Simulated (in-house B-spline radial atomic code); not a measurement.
**I⁺: density, ELF and screening along the radius**

How do the shells of I⁺ show in real space, and how much do the settings move them?

Program: in-house B-spline radial atomic code version 1. Level of theory: several methods, spin-polarised, as named in each step; spherical all-electron atom at the radial basis limit. These are calculated values, not measurements, unless marked.

## Step 1: The atom as given

```
element       : iodine (Z = 53)
charge        : +1
electrons     : 52
configuration : [Kr] 4d9 5s2 5p4 5f1
nucleus       : point (non-relativistic runs) or finite (X2C runs)
```

The outer shells:

[Kr] 4d9 5s2 5p4 5f1
```
[Kr] core
4d [↑↓][↑↓][↑↓][↑↓][↑ ]
5s [↑↓]
5p [↑↓][↑ ][↑ ]
5f [↑ ][  ][  ][  ][  ][  ][  ]
```

Where spins are not typed, each open shell is filled with up spins first.

## Step 2: PBE, non-rel., [Kr] 4d9 5s2 5p4 5f1

The run's settings:

```ini
Z = 53
electrons = 52.0
configuration = [Kr] 4d9 5s2 5p4 5f1
hamiltonian = nr
method = pbe,pbe
spin_polarised = True
```

Started as:

```console
> python run_scf.py task.json out
```

task.json lists these runs, among others, and the program works through them in turn.

## Step 3: LDA (VWN5), non-rel., [Kr] 4d9 5s2 5p4 6p1

The run's settings:

```ini
Z = 53
electrons = 52.0
configuration = [Kr] 4d9 5s2 5p4 6p1
hamiltonian = nr
method = lda,vwn
spin_polarised = True
```

## Step 4: LDA (VWN5), X2C, [Ar] 3d10 4s2 4p5 4d10 5s2 5p5

The run's settings:

```ini
Z = 53
electrons = 52.0
configuration = [Ar] 3d10 4s2 4p5 4d10 5s2 5p5
hamiltonian = x2c
method = lda,vwn
spin_polarised = True
nucleus = fermi
rms_radius = 4.75
mass_number = 127
atomic_mass = 126.904472592
speed_of_light = 137.035999084
```

Q: How large is the system in each run, where do the shell borders lie, and what is the highest level?

**Answer**, as computed:

| run | total energy (hartree) | highest level (eV) | radius holding 50 / 90 / 99 % (bohr) | radius at n = 0.001 (bohr) | ELF minima on the full grid (bohr) |
| --- | --- | --- | --- | --- | --- |
| PBE, non-rel., [Kr] 4d9 5s2 5p4 5f1 | -6917.1771 | -2.434 | 0.407 / 1.74 / 9.63 | 3.95 | 0.048, 0.16, 0.43, 1.4, 4.8 |
| LDA (VWN5), non-rel., [Kr] 4d9 5s2 5p4 6p1 | -6912.0465 | -5.535 | 0.407 / 1.74 / 5.44 | 4.73 | 0.048, 0.15, 0.49, 1.2, 3.9 |
| LDA (VWN5), X2C, [Ar] 3d10 4s2 4p5 4d10 5s2 5p5 | -7104.1926 | -16.629 | 0.402 / 1.70 / 3.31 | 4.15 | 0.040, 0.17, 0.50, 1.4 |

What this shows: In the first run ELF has 5 minima on the grid, which mark the borders between shells. On the record's full grid the screened charge (r times the electrostatic potential) falls from 52.9 near the nucleus to 1.00 at 34 bohr; far out it tends to the net charge, 1. The radius that holds 99 % of the electrons runs from 3.31 bohr (LDA (VWN5), X2C, [Ar] 3d10 4s2 4p5 4d10 5s2 5p5) to 9.63 bohr (PBE, non-rel., [Kr] 4d9 5s2 5p4 5f1). The grid is coarse (about 28 % a step), so the places of minima are rough. For X2C runs ELF uses the non-relativistic kinetic energy density, and the fields carry no picture-change correction.
